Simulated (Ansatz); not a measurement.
# MoBrF3: the cost of one run

Computed with Ansatz 0.2.0 (DFT PBE, scalar-relativistic, plane waves, PAW, unless a step's input says otherwise).

## Step 1: The system as given

The structure is cubic, space group Pm-3m (No. 221). Conventional cell: a = 4.585 Å, b = 4.585 Å, c = 4.585 Å, α = 90.00°, β = 90.00°, γ = 90.00°. Mo (site symmetry m-3m) has 12 F at 3.24 Å as nearest neighbours. Around Br (site symmetry m-3m) lie 6 F at 2.29 Å. F (site symmetry 4/mmm) is surrounded by 2 Br at 2.29 Å and 4 Mo at 3.24 Å and 8 F at 3.24 Å.

As a file:

```cif
data_structure
_symmetry_space_group_name_H-M 'P 1'
_symmetry_Int_Tables_number 1
_cell_length_a 4.5846
_cell_length_b 4.5846
_cell_length_c 4.5846
_cell_angle_alpha 90.000
_cell_angle_beta 90.000
_cell_angle_gamma 90.000
_cell_volume 96.36
loop_
_atom_site_label
_atom_site_type_symbol
_atom_site_fract_x
_atom_site_fract_y
_atom_site_fract_z
_atom_site_occupancy
Mo1 Mo 0.00000 0.00000 0.00000 1
Br1 Br 0.50000 0.50000 0.50000 1
F1 F 0.50000 0.50000 0.00000 1
F2 F 0.50000 0.00000 0.50000 1
F3 F 0.00000 0.50000 0.50000 1
```

The cell was relaxed beforehand at this level, from a database cell with other species swapped in; it is a trial structure. At a tolerance of 0.05 Å it has space group Pm-3m (No. 221); it has 19.27 Å³/atom, an uncorrected energy of +0.24 eV/atom over the elements.

## Step 2: Bands, states and charges

input.yaml

```yaml
crystal:
  lattice:
    - [4.5845511414, 0.0, 0.0]
    - [0.0, 4.5845511414, 0.0]
    - [0.0, 0.0, 4.5845511414]
  atoms:
    - { symbol: Mo, position: [0.0, 0.0, 0.0], spin: 4.51 }
    - { symbol: Br, position: [0.5, 0.5, 0.5], spin: -0.23 }
    - { symbol: F, position: [0.5, 0.5, 0.0] }
    - { symbol: F, position: [0.5, 0.0, 0.5] }
    - { symbol: F, position: [0.0, 0.5, 0.5] }
basis:
  ecutwfc: 420
kpoints:
  mp_grid: { grid: [8, 8, 8] }
  band_path:
    path:
      - [[0.0, 0.0, 0.0], [0.0, 0.5, 0.0], [0.5, 0.5, 0.0], [0.0, 0.0, 0.0], [0.5, 0.5, 0.5], [0.0, 0.5, 0.0]]
      - [[0.5, 0.5, 0.5], [0.5, 0.5, 0.0]]
    npoints: 14
hamiltonian:
  xc: pbe
scf:
  occupations: { method: gaussian, width: 0.1 }
  n_extra_bands: 12
output:
  forces: true
  stress: true
  eigenvalues: true
  populations: true
  dos: { projected: true, de: 0.02, nscf_kmesh: { grid: [10, 10, 10] } }
  bader: true
  write_density: true
  write_potential: true
  elf: true
  volumetric_format: npy
magnetization:
  spin_polarized: true
checkpoint:
  read: start.run
  write: ck
  compress: false
  write_wavefunctions: false
  write_every: 100000
```

Launch:

```
> ansatz run input.yaml --threads 1 --pin off --max-ram 2560MiB --backend cpu --events-out ev --progress --plain --runs-dir out
```

**Question.** How long does this run take on 1 thread of Intel Xeon 6975P-C (Granite Rapids), shared host, and how much memory does it need?

About 33 s, with a peak of 0.55 GiB.
